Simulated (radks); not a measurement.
**Mn⁺ in [Ar] 3d5 4s1: an all-electron calculation**

One table from this session's results is given with a row withheld; the runs are named, their logs left out.

Program: radks (a radial shooting solver on a logarithmic mesh, Libxc functionals) version 1. Level of theory: non-relativistic Kohn-Sham, TASK exchange with Perdew-Wang LDA correlation, spin-polarised, spherical densities, point nucleus; open shells are filled with parallel spins first. These are calculated values, not measurements, unless marked.

**The atom as given**

* element: manganese (Z = 25)
* charge: +1
* electrons: 24
* configuration: [Ar] 3d5 4s1

The outer shells:

Mn⁺
```
[Ar] core
3d [↑ ][↑ ][↑ ][↑ ][↑ ]
4s [↑ ]
```

Set-up of the first run:

The run's settings:

```text
Z 25
configuration [Ar] 3d5 4s1
relativity non-relativistic
functional task,pw
spin polarised
nucleus point
```

Run with:

```
python run_ks.py task.json out
```

This one command runs every case of the session in turn.

Among the steps run: Self-consistent calculation.

One of the session's tables, all rows but one given; the rest of the session is left out.

It belongs to the step «Radial structure». From the orbitals of this run (lengths in bohr):

```
  level      <r>  outermost maximum (interpolated)  90 % within  nodes
1s down  0.06168                            0.0405        0.110      0
  1s up  0.06168                            0.0405        0.110      0
  2s up   0.2830                             0.235        0.439      1
2s down        ?                                 ?            ?      ?
  2p up   0.2488                             0.190        0.408      0
2p down   0.2477                             0.189        0.405      0
  3s up   0.8639                             0.745         1.30      2
3s down   0.8684                             0.747         1.30      2
  3p up   0.9104                             0.756         1.41      1
3p down   0.9138                             0.761         1.41      1
  3d up    1.147                             0.759         1.98      0
  4s up    2.704                              2.35         3.99      3
3d down    1.216                             0.777         2.15      0
```

Estimate the missing values for 2s down.

The run gave: <r>: 0.2820; outermost maximum (interpolated): 0.235; 90 % within: 0.437; nodes: 1. In the column «<r>» it lies between 2p up (0.2488) and 2s up (0.2830).

To keep in mind: Open shells are spherical and high-spin; term and fine-structure splittings are not resolved.
